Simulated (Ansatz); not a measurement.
# CH₃Ga (triplet): wave-function methods side by side at a displaced geometry (v1), cc-pVDZ

An exercise on one series of results from a longer session: the logs are not shown, and one member is left open.

Method: cc-pVDZ, core rule «outside noble gas», up to 15 orbitals frozen; program: Ansatz 0.2.0, Gaussian basis.

Plan: UHF; CCSD(T) on ROHF; CCSD(T) on UHF; BCCD(T) on ROHF; CISD as a restricted active space (open shells left free, so some higher excitations enter); CCSDT(Q) on ROHF; CCSDT(Q) on UHF.

20 further runs of the same task are left out: 2 for a known fault of the program, 7 that didn't finish, 11 set aside as unsound or not needed. Runs told in other sessions of the task aren't counted.

### What is computed

The geometry is a PBE0/def2-TZVP stationary point (not a proven minimum) with its atoms shifted at random (size 0.040 Å). No spin-orbit coupling is included. The filled d shell of Ga may be among the frozen orbitals whatever the setting's name suggests.

5 atoms, charge 0, spin multiplicity 3.

Atoms are counted from 1 here; the program's logs count them from 0.

Bond lengths: C1–Ga2 1.924 Å, C1–H3 1.055 Å, Ga2–H4 1.571 Å, Ga2–H5 1.589 Å. Angles: Ga2–C1–H3 151.2°, C1–Ga2–H4 118.7°, C1–Ga2–H5 120.9°, H4–Ga2–H5 120.1°.

The first run:

in.yaml

```yaml
crystal:
  periodic: [false, false, false]
  atoms:
    - {symbol: C, position_ang: [0.001952, -0.075878, 1.634425]}
    - {symbol: Ga, position_ang: [0.001119, 0.006046, -0.287838]}
    - {symbol: H, position_ang: [0.049083, 0.390491, 2.579729]}
    - {symbol: H, position_ang: [-0.053694, 1.413426, -0.983795]}
    - {symbol: H, position_ang: [-0.096078, -1.317967, -1.161022]}
basis:
  gaussian: {orbitals: cc-pVDZ}
magnetization: {spin_polarized: true, initial_magnetization: 2}
hamiltonian: {xc: hf}
output: {orbitals: {seedname: orbitals}}
```

Started as:

```bash
> ansatz run in.yaml --threads 1 --pin off --events-out ev --progress --plain --max-ram 2393MiB
```

Among the steps run: UHF; CCSD(T) on ROHF; CCSD(T) on UHF; BCCD(T) on ROHF; CISD as a restricted active space (open shells left free, so some higher excitations enter); CCSDT(Q) on ROHF; CCSDT(Q) on UHF.

One table of the session follows, with a row left open; its other results are not shown here.

```
   method  from UCCSDT(Q) (kcal/mol)
     ROHF                    +123.54
      UHF                    +119.27
     RMP2                     +25.17
     UMP2                     +25.05
    RCCSD                      +3.12
    UCCSD                      +3.01
 RCCSD(T)                      +0.73
 UCCSD(T)                      +0.69
  BCCD(T)                      +0.71
   RCCSDT                      +0.16
   UCCSDT                          ?
RCCSDT(Q)                      +0.04
UCCSDT(Q)                          0
```

Estimate the missing values for UCCSDT.

As computed: from UCCSDT(Q) (kcal/mol): +0.12. In the column «from UCCSDT(Q) (kcal/mol)» it lies between RCCSDT(Q) (+0.04) and RCCSDT (+0.16).

Not comparable, so not listed: CISD as a restricted active space (open shells left free, so some higher excitations enter) (they don't share determinant, frozen orbitals or solution with the rows shown, or repeat one).

Caveats from the session: Restricted and unrestricted rows rest on different reference determinants; a gap between their highest levels can come from leftover correlation error, from unlike frozen cores or from another state.
